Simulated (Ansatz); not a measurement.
# ZrS: a tetragonal deformation path

One table from this session's results is given with a row withheld; the runs are named, their logs left out.

The COD entry's cell or inner coordinates are ideal or old and differ from later refinements, so a difference from it is no clean test against experiment.

Computed with Ansatz 0.2.0 (DFT PBEsol, scalar-relativistic, plane waves, PAW, unless a step's input says otherwise).

### The structure to begin with

It takes space group Fm-3m (No. 225, cubic). The conventional cell has a = 5.250 Å, b = 5.250 Å, c = 5.250 Å, α = 90.00°, β = 90.00°, γ = 90.00°. Around Zr (site symmetry m-3m) lie 6 S at 2.62 Å. S (site symmetry m-3m) is surrounded by 6 Zr at 2.62 Å.

As a file:

```cif
data_structure
_symmetry_space_group_name_H-M 'P 1'
_symmetry_Int_Tables_number 1
_cell_length_a 3.7123
_cell_length_b 3.7123
_cell_length_c 3.7123
_cell_angle_alpha 60.000
_cell_angle_beta 60.000
_cell_angle_gamma 60.000
_cell_volume 36.18
loop_
_atom_site_label
_atom_site_type_symbol
_atom_site_fract_x
_atom_site_fract_y
_atom_site_fract_z
_atom_site_occupancy
Zr1 Zr 0.00000 0.00000 0.00000 1
S1 S 0.50000 0.50000 0.50000 1
```

No relaxation comes first: the listed cell is the starting point.

The first run:

input.yaml

```yaml
crystal:
  lattice:
    - [0.0, 2.625, 2.625]
    - [2.625, 0.0, 2.625]
    - [2.625, 2.625, 0.0]
  atoms:
    - { symbol: Zr, position: [0.0, 0.0, 0.0] }
    - { symbol: S, position: [0.5, 0.5, 0.5] }
basis:
  ecutwfc: 420
kpoints:
  mp_grid: { grid: [18, 18, 18] }
hamiltonian:
  xc: pbesol
scf:
  occupations: { method: gaussian, width: 0.15 }
output:
  forces: true
  stress: true
  eigenvalues: true
  write_density: true
  write_potential: true
  elf: true
  volumetric_format: npy
```

The run is started by

```console
$ ansatz run input.yaml --threads 1 --pin off --max-ram 2560MiB --backend cpu --events-out ev --progress --plain --runs-dir out
```

Among the steps run: Zero of the scan; At ρ = 0.707; At ρ = 1.414; ρ = 0.850; At ρ = 1.200; ρ = 0.780; At ρ = 1.300; At ρ = 0.920; Point ρ = 1.100; At ρ = 0.650; Point ρ = 1.500; Point ρ = 0.960; Point ρ = 1.050.

One of the session's tables, all rows but one given; the rest of the session is left out.

It belongs to the step «The scan collected». The scan, with free energies counted from the undisturbed cell:

| ρ | ΔE (meV/atom) | pressure (GPa) |
| --- | --- | --- |
| 0.650 | 3275.4 | 68.5 |
| 0.707 | 1864.3 | 45.6 |
| 0.780 | 807.6 | 19.3 |
| 0.850 | 302.8 | 4.1 |
| 0.920 | 71.2 | -3.8 |
| 0.960 | ? | ? |
| 1.000 | 0.0 | -6.4 |
| 1.050 | 19.5 | -5.6 |
| 1.100 | 69.6 | -3.4 |
| 1.200 | 231.6 | 3.8 |
| 1.300 | 456.7 | 13.4 |
| 1.414 | 782.0 | 26.5 |
| 1.500 | 1071.8 | 37.4 |

Estimate the missing values for ρ = 0.960.

Worked estimate for «ΔE (meV/atom)». A straight line through the neighbours (0.920, 71.2) and (1.000, 0.0) gives 71.2 + (0.0 − 71.2) × (0.960 − 0.920) / (1.000 − 0.920) = 35.6; a parabola fitted to 4 rows on both sides gives 12.9.

The run gave: ΔE (meV/atom): 16.1; pressure (GPa): -5.8. In «ΔE (meV/atom)» the line misses by +19.5 and the parabola by -3.2.
